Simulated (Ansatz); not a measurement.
**C2Cl2F4: vertical ionisation energy**

The task here is to estimate one member of a computed series from the others.

Computed with Ansatz 0.2.0, Gaussian basis. Level: unrestricted cation, the program's frozen cores in correlated methods.

Levels to be run: UKS PBE-D4/def2-TZVPP; UKS r2SCAN-D4/def2-TZVPP; UKS PBE0-D4/def2-TZVPP; UKS B3LYP-D4/def2-TZVPP; UKS wB97X-V/def2-TZVPP; UKS wB97M-V/def2-TZVPP; UKS B2PLYP/def2-TZVPP; UHF-CCSD(T)/def2-TZVPP; UHF-MP2/def2-QZVPP; extrapolation to the limit; then −ε(HOMO) from the neutral's earlier runs with LDA (SPW92), PBE-D4, revPBE-D4, BLYP-D4, r2SCAN-D4, B97M-V, PBE0-D4, B3LYP-D4, r2SCANh-D4, r2SCAN0-D4, HSE06-D4, BHLYP-D4, CAM-B3LYP-D4, LC-ωPBE, ωB97X-V, ωB97M-V.

## Structure used throughout

The geometry comes from an earlier relaxation with PBE0-D4 in a triple-zeta def2 set; it is a stationary point, not always the lowest conformer.

SMILES `FC(F)(Cl)C(F)(F)Cl`, 8 atoms, charge 0, spin multiplicity 1.

Atoms are counted from 1 here; the program's logs count them from 0.

Bond lengths: F1–C2 1.329 Å, C2–F3 1.329 Å, C2–Cl4 1.757 Å, C2–C5 1.555 Å, C5–F6 1.329 Å, C5–F7 1.329 Å, C5–Cl8 1.757 Å. Angles: F1–C2–F3 108.7°, F1–C2–Cl4 109.7°, F1–C2–C5 109.3°, F3–C2–Cl4 109.7°, F3–C2–C5 109.3°, Cl4–C2–C5 110.2°, C2–C5–F6 109.3°, C2–C5–F7 109.3°, C2–C5–Cl8 110.2°, F6–C5–F7 108.7°, F6–C5–Cl8 109.7°, F7–C5–Cl8 109.7°.

The first run:

The input, in.yaml:

```yaml
crystal:
  periodic: [false, false, false]
  atoms:
    - {symbol: F, position_ang: [0.267863, -1.566980, -0.725053]}
    - {symbol: C, position_ang: [-0.250752, -0.345600, -0.649732]}
    - {symbol: F, position_ang: [0.153945, 0.355660, -1.703708]}
    - {symbol: Cl, position_ang: [-2.005133, -0.446917, -0.644550]}
    - {symbol: C, position_ang: [0.250754, 0.345604, 0.649730]}
    - {symbol: F, position_ang: [-0.154153, -0.355467, 1.703748]}
    - {symbol: F, position_ang: [-0.267668, 1.567079, 0.724864]}
    - {symbol: Cl, position_ang: [2.005153, 0.446622, 0.644700]}
basis:
  gaussian: {orbitals: def2-TZVPP}
total_charge: 1
magnetization: {spin_polarized: true, initial_magnetization: 1}
hamiltonian: {xc: pbe, dispersion: d4}
```

Launch:

```bash
$ ansatz run in.yaml --threads 2 --pin off --events-out ev --progress --plain --max-ram 22528MiB --backend cpu
```

Among the steps run: Cation, UKS PBE-D4/def2-TZVPP; Cation, UKS r2SCAN-D4/def2-TZVPP; Cation, UKS PBE0-D4/def2-TZVPP; Cation, UKS B3LYP-D4/def2-TZVPP; Cation, UKS wB97X-V/def2-TZVPP; Cation, UKS wB97M-V/def2-TZVPP; Cation, UKS B2PLYP (frozen core)/def2-TZVPP; Cation, UHF-CCSD(T)/def2-TZVPP; Cation, UHF-MP2/def2-QZVPP.

One table of the session follows, with a row left open; its other results are not shown here.

For comparison, −ε(HOMO) of the neutral from earlier runs:

```
  functional  −ε(HOMO) (eV)
 LDA (SPW92)           8.44
      PBE-D4           8.25
   revPBE-D4           8.17
     BLYP-D4           8.11
   r2SCAN-D4           8.65
      B97M-V           8.76
     PBE0-D4           9.76
    B3LYP-D4           9.50
  r2SCANh-D4           9.20
  r2SCAN0-D4          10.02
    HSE06-D4           9.36
    BHLYP-D4          11.15
CAM-B3LYP-D4          11.21
     LC-ωPBE          12.63
     ωB97X-V              ?
     ωB97M-V          12.05
```

Estimate the missing values for ωB97X-V.

**Answer.** −ε(HOMO) (eV): 12.24. In the column «−ε(HOMO) (eV)» it lies between ωB97M-V (12.05) and LC-ωPBE (12.63).

To keep in mind: The cation may have settled in a state other than its lowest; no search over hole states beyond the program's own was made.
